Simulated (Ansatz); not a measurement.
# Al2Cl3: the cost of one run

Program: Ansatz 0.2.0. Level of theory: DFT PBE, scalar-relativistic, plane waves, PAW. These are calculated values, not measurements.

## (1) The starting structure

Symmetry: P-3m1, No. 164, trigonal system. Conventional cell: a = 4.625 Å, b = 4.625 Å, c = 5.585 Å, α = 90.00°, β = 90.00°, γ = 120.00°. Al (site symmetry 3m) has 8 Cl at 2.72 to 2.98 Å and 3 Al at 3.08 Å as nearest neighbours. Cl (site symmetry -3m) has 6 Al at 2.78 Å as nearest neighbours. Cl (site symmetry 3m) is surrounded by 5 Al at 2.72 to 2.98 Å.

Structure file:

```
CELL_PARAMETERS angstrom
4.62545 0.00000 0.00000
-2.31273 4.00576 0.00000
0.00000 0.00000 5.58481
ATOMIC_POSITIONS crystal
Al 0.33333 0.66667 0.13800
Al 0.66667 0.33333 0.86200
Cl 0.00000 0.00000 0.00000
Cl 0.33333 0.66667 0.62500
Cl 0.66667 0.33333 0.37500
```

This is candidate A: Ga3Ni2 type (P-3m1, No. 164).

(A quick probe on a coarse mesh, which set the mesh and smearing, is not shown.)

## (3) Coarse relaxation (candidate A)

The input, input.yaml:

```yaml
crystal:
  lattice:
    - [4.6254547972, 0.0, 0.0]
    - [-2.3127273986, 4.0057613584, 0.0]
    - [0.0, 0.0, 5.5848101076]
  atoms:
    - { symbol: Al, position: [0.3333333333, 0.6666666667, 0.138] }
    - { symbol: Al, position: [0.6666666667, 0.3333333333, 0.862] }
    - { symbol: Cl, position: [0.0, 0.0, 0.0] }
    - { symbol: Cl, position: [0.3333333333, 0.6666666667, 0.625] }
    - { symbol: Cl, position: [0.6666666667, 0.3333333333, 0.375] }
basis:
  ecutwfc: 420
kpoints:
  mp_grid: { grid: [6, 6, 4] }
hamiltonian:
  xc: pbe
scf:
  occupations: { method: gaussian, width: 0.1 }
  lower_state_search: "off"
output:
  forces: true
  stress: true
  eigenvalues: true
relax:
  adjacent_minimum: "off"
  f_tol: 0.04
  max_steps: 70
  cell: { stress_tol: 0.4 }
```

On the command line:

```
$ ansatz run input.yaml --threads 1 --pin off --max-ram 2560MiB --backend cpu --events-out ev --progress --plain --runs-dir out
```

What time and memory should one allow on 1 thread of Intel Xeon 6975P-C (Granite Rapids), shared host?

About 12 s, with a peak of 0.41 GiB.
